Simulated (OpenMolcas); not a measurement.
# W⁵⁺ among point charges: CASSCF and CASPT2 levels and susceptibility

Aim: the splitting of the states of W⁵⁺ in the field of 6 point charges, its lowest levels with spin-orbit coupling and its magnetic susceptibility.

The numbers are computed with OpenMolcas 26.06 (state-averaged CASSCF and CASPT2, spin-orbit coupling by RASSI with atomic mean-field integrals), except any that are marked as measured or tabulated.

## (1) Starting point

```
Species                           : W⁵⁺ (tungsten, Z = 74, 69 electrons)
Basis                             : ANO-RCC-VTZP [8s7p5d3f2g1h], 104 functions
Scalar Hamiltonian                : DKH2, point nucleus
Inactive shells                   : 1s 2s 2p 3s 3p 3d 4s 4p 4d 4f 5s 5p
Active space                      : 1 electron in 5 orbitals (5d)
Some configurations of this space : 5d
Orbitals                          : optimised for each spin and parity, averaged over all roots
```

The outer shells:

5d
```
5d [↑ ][  ][  ][  ][  ]
```

The ion sits among 6 point charges of -1.5 e arranged as a tetragonal octahedron (D4h), 1.97 Å from the ion, with the axial distance 1.714 Å.

Each step is its own input file, run in one work folder so that later steps find the files of earlier ones. Labels, J, g values, rates, χT and fits are worked out afterwards by a script from the matrices that RASSI stores. The input lists half of the charges; inversion (Group=XYZ) makes the rest.

## (2) GATEWAY and SEWARD: basis and integrals

The input, a.inp:

```
&GATEWAY
Coord
1

W 0.0 0.0 0.0
Basis=ANO-RCC-VTZP
Group=XYZ
NoMove
AngMom=0.0 0.0 0.0
AMFI
XField
3 Angstrom 0
1.970000 0.000000 0.000000 -1.500000
0.000000 1.970000 0.000000 -1.500000
0.000000 0.000000 1.713900 -1.500000
&SEWARD
```

On the command line:

```bash
$ OMP_NUM_THREADS=1 MOLCAS_MEM=1689 MOLCAS_PROJECT=a pymolcas a.inp > a.log
```

Log:

```text
Basis set label: W.ANO-RCC...8S7P5D3F2G1H.

      Electronic valence basis set:
      ------------------
      Associated Effective Charge  74.000000 au
      Associated Actual Charge     74.000000 au
      Nuclear Model: Point charge

      Shell  nPrim  nBasis  Cartesian Spherical Contaminant
         s      24       8        X
         p      21       7        X
         d      15       5                 X
         f      11       3                 X
         g       4       2                 X
         h       2       1                 X
                  Relativistic Douglas-Kroll-Hess integrals:
                    - DKH order of Hamiltonian: 2
                    - DKH order of Properties : 0
                  Atomic mean-field integrals
```

## (3) CASSCF: doublets of even parity, 5 roots

The input, a.inp:

```
&RASSCF
FileOrb=start.orb
Symmetry=1
Spin=2
nActEl=1 0 0
Inactive=15 19
Ras2=5 0
CIRoot=5 5 1
SDav=5
CIMx=300
Iter=120 100
PrWF=0.3
OrbListing=Nothing
MaxOrb=0
>>> COPY $Project.JobIph JOB001
```

start.orb holds the contracted functions of the basis, ordered by shell, or the orbitals of the step before.

Log, cut to the lines that bear on the results:

```text
[...]
      Number of active orbitals                  5
[...]
      Spin quantum number                      0.5
[...]
      Active orbitals                            5   0
[...]
      Number of CSFs                             5
      Number of root(s) required                 5
[...]
      Convergence after 11 iterations
[...]
      Natural orbitals and occupation numbers for root  1
      sym 1:   1.000000   0.000000  -0.000000   0.000000   0.000000
      Natural orbitals and occupation numbers for root  2
      sym 1:   0.000000   0.000000  -0.000000   1.000000   0.000000
      Natural orbitals and occupation numbers for root  3
      sym 1:   0.000000   1.000000  -0.000000  -0.000000   0.000000
::    RASSCF root number  1 Total energy: -16135.21629201
::    RASSCF root number  2 Total energy: -16135.19353218
::    RASSCF root number  3 Total energy: -16135.19353218
::    RASSCF root number  4 Total energy: -16135.16705693
::    RASSCF root number  5 Total energy: -16135.11593986
```

## (4) State interaction with spin-orbit coupling

The input, a.inp:

```
&RASSI
NrOfJobIphs=1 5
1 2 3 4 5
IphNames
JOB001
EJob
SpinOrbit
DIPRint=1.0
SOCoupling=1000.0
Subsets=2
Property=9
'ANGMOM' 1 'ANGMOM' 2 'ANGMOM' 3 'MLTPL  1' 1 'MLTPL  1' 2 'MLTPL  1' 3
'AMFI' 1 'AMFI' 2 'AMFI' 3
SOProperty=3
'ANGMOM' 1 'ANGMOM' 2 'ANGMOM' 3
```

Log, cut to the lines that bear on the results:

```text
SPIN-FREE ENERGIES:
  (Shifted by EMIN (a.u.) =     -16135.2162920142)
 SF State       Relative EMIN(au)   Rel lowest level(eV)    D:o, cm**(-1)      L_eff
     1             0.0000000000        0.0000000000              0.0000         2.0
     2             0.0227598357        0.6193266806           4995.2066         2.0
     3             0.0227598357        0.6193266806           4995.2066         2.0
     4             0.0492350880        1.3397549973          10805.8528         2.0
     5             0.1003521500        2.7307211145          22024.7511         2.0
     Dipole printing threshold changed to   1.00000000E+00
Eigenvalues of complex Hamiltonian:
   -----------------------------------
  (Shifted by EMIN (a.u.) =     -16135.2162920142)
 SO State       Relative EMIN(au)   Rel lowest level(eV)    D:o, cm**(-1)     J-value
     1            -0.0094834724        0.0000000000              0.0000         0.9
     2            -0.0094834724        0.0000000000              0.0000         0.9
     3             0.0105824622        0.5460218958           4403.9636         1.7
     4             0.0105824622        0.5460218958           4403.9636         1.7
     5             0.0326669118        1.1469703828           9250.9400         1.8
     6             0.0326669118        1.1469703828           9250.9400         1.8
     7             0.0565729896        1.7974879001          14497.7176         1.4
     8             0.0565729896        1.7974879001          14497.7176         1.4
     9             0.1047680183        3.1089414417          25075.3038         2.3
    10             0.1047680183        3.1089414417          25075.3038         2.3
Weights of the five most important spin-orbit-free states for each spin-orbit state.
[...]
```

These steps: 3.4 s of run time, 1 thread of Arm Neoverse V1, shared host.

Spin-free states, with their symmetry labels:

| state | degeneracy | E (cm-1) | free-ion L (%) |
| --- | --- | --- | --- |
| 2B2 | 1 | 0 | D (100) |
| 2E | 2 | 4995 | D (100) |
| 2B1 | 1 | 10806 | D (100) |
| 2A1 | 1 | 22025 | D (100) |

With spin-orbit coupling:

| E (cm-1) | Degeneracy | Label | 2S+1 | g |
| --- | --- | --- | --- | --- |
| 0.0 | 2 | E3/2 | 2 | 0.83 0.86 0.86 |
| 4404 | 2 | E1/2 | 2 | 0.09 0.93 0.93 |
| 9251 | 2 | E3/2 | 2 | 1.79 1.79 2.03 |
| 14498 | 2 | E3/2 | 2 | 2.65 2.65 2.86 |
| 25075 | 2 | E1/2 | 2 | 1.91 2.93 2.93 |

Principal g values are given for doublets only; a zero marks a field direction without first-order Zeeman splitting.

Powder χT (cm³ K/mol): 0.07 at 2 K, 0.07 at 5 K, 0.07 at 10 K, 0.07 at 20 K, 0.07 at 50 K, 0.08 at 100 K, 0.08 at 150 K, 0.08 at 200 K, 0.09 at 250 K, 0.09 at 300 K.

Orbitals of the lowest block (energies include the constant potential of the surroundings):

| shell | space | energy (hartree) | mean occupation | ⟨r²⟩ (bohr²) |
| --- | --- | --- | --- | --- |
| 1s | inactive | -2563.2876 | 2.000 | 0.000431 |
| 2s | inactive | -447.6352 | 2.000 | 0.00704 |
| 2p | inactive | -392.9747 | 6.000 | 0.00582 |
| 3s | inactive | -105.1258 | 2.000 | 0.0460 |
| 3p | inactive | -88.5370 | 6.000 | 0.0466 |
| 3d | inactive | -68.6636 | 10.000 | 0.0390 |
| 4s | inactive | -22.6043 | 2.000 | 0.229 |
| 4p | inactive | -17.0332 | 6.000 | 0.259 |
| 4d | inactive | -9.6802 | 10.000 | 0.304 |
| 4f | inactive | -1.4981 | 14.000 | 0.531 |
| 5s | inactive | -3.0491 | 2.000 | 1.28 |
| 5p | inactive | -1.4943 | 6.000 | 1.43 |
| 5d | RAS2 |  | 1.000 | 3.06 |

## (5) CASPT2: IPEA 0.25, imaginary shift 0.1 (closed shells correlated: 4f 5s 5p)

The input, a.inp:

```
>>> COPY JOB001 $Project.JobIph
&CASPT2
Multistate=5 1 2 3 4 5
NoMult
Frozen=14 9
IPEA=0.25
Imaginary=0.1
MaxIter=60
WThr=0.0 0.3 0.05
PrWF=0.5
NoMix
```

Log:

```text
Orbital specifications:
      -----------------------

      Symmetry species                           1   2
                                                ag  au
      Frozen orbitals                           14   9
      Inactive orbitals                          1  10
      Active orbitals                            5   0
      Secondary orbitals                        31  34
      Deleted orbitals                           0   0
      Number of basis functions                 51  53
Type of calculation                        SS-CASPT2
      Fock operator                              state-specific
      IPEA shift                                 0.25
      Real shift                                 0.00
      Imaginary shift                            0.10
      The input orbitals will be transformed to quasi-canonical
Reference energy:      -16135.2162920142
      E2 (Non-variational):      -1.0355912141
      Shift correction:          -0.0001059797
      E2 (Variational):          -1.0356971938
      Total energy:          -16136.2519892079
      Residual norm:              0.0000001101
      Reference weight:           0.92042
      Contributions to the CASPT2 correlation energy
      Active & Virtual Only:          0.0000000000
      One Inactive Excited:          -0.0619684506
      Two Inactive Excited:          -0.9736227635
Reference energy:      -16135.1935321784
      E2 (Non-variational):      -1.0363187023
      Shift correction:          -0.0001068846
      E2 (Variational):          -1.0364255869
      Total energy:          -16136.2299577653
      Residual norm:              0.0000001193
      Reference weight:           0.92021
      Contributions to the CASPT2 correlation energy
      Active & Virtual Only:          0.0000000000
      One Inactive Excited:          -0.0626137159
      Two Inactive Excited:          -0.9737049864
::    CASPT2 Root  1     Total energy: -16136.25198921
::    CASPT2 Root  2     Total energy: -16136.22995777
::    CASPT2 Root  3     Total energy: -16136.22995773
::    CASPT2 Root  4     Total energy: -16136.20383611
::    CASPT2 Root  5     Total energy: -16136.15399538
```

This run took 2.5 s in all on 1 thread of Arm Neoverse V1, shared host.

SS-CASPT2: lowest energy less the reference's lowest, -1.0357 hartree; reference weights 0.920.

Spin-free states, with their symmetry labels:

| state | degeneracy | E (cm-1) | free-ion L (%) |
| --- | --- | --- | --- |
| 2B2 | 1 | 0 | D (100) |
| 2E | 2 | 4835 | D (100) |
| 2B1 | 1 | 10568 | D (100) |
| 2A1 | 1 | 21507 | D (100) |

With spin-orbit coupling:

```tsv
E (cm-1)	Degeneracy	Label	2S+1	g
0	2	E3/2	2	0.84 0.84 0.88
4270	2	E1/2	2	0.09 0.94 0.94
9150	2	E3/2	2	1.81 1.81 1.99
14320	2	E3/2	2	2.65 2.65 2.87
24620	2	E1/2	2	1.91 2.94 2.94
```

Powder χT (cm³ K/mol): 0.07 at 2 K, 0.07 at 5 K, 0.07 at 10 K, 0.07 at 20 K, 0.07 at 50 K, 0.08 at 100 K, 0.08 at 150 K, 0.08 at 200 K, 0.09 at 250 K, 0.09 at 300 K.

## (6) The methods side by side

A. CASSCF
B. SS-CASPT2, IPEA 0.25, imaginary shift 0.1 (closed shells correlated: 4f 5s 5p)

| method | ground state | first state of that spin (cm-1) | first gap with spin-orbit (cm-1) | χT at 300 K |
| --- | --- | --- | --- | --- |
| A | 2B2 | 2E 4995 | 4404.0 | 0.09 |
| B | 2B2 | 2E 4835 | 4267.3 | 0.09 |

## (7) Summary of results

| quantity | value |
| --- | --- |
| method | SS-CASPT2, IPEA 0.25, imaginary shift 0.1 (closed shells correlated: 4f 5s 5p) |
| spin-free ground state | 2B2, 1-fold in its orbital part |
| first state of the same spin within the active space | 2E at 4840 cm⁻¹ |
| lowest level | 2-fold E3/2, g = 0.84, 0.84, 0.88 |
| next level | 4267.3 cm⁻¹ |
| χT at 300 K | 0.09 cm³ K/mol |
| effective moment at 300 K | 0.86 μB |

Cost by method:

| method | time of its own steps | time with the reference |
| --- | --- | --- |
| A. CASSCF | 3.4 s | 3.4 s |
| B. SS-CASPT2, IPEA 0.25, imaginary shift 0.1, +4f 5s 5p | 2.5 s | 5.9 s |

Times are of one thread on a shared host.

**Reading.** The spin-free ground state (2B2) comes to 100 % from free-ion D terms and keeps the highest spin of the shell. χT at 300 K is 0.09, against 0.38 cm³ K/mol for the spin alone, so orbital moment lowers it. The field of point charges can differ much from that of real complexes. This is an electrostatic model: the charges have no orbitals.
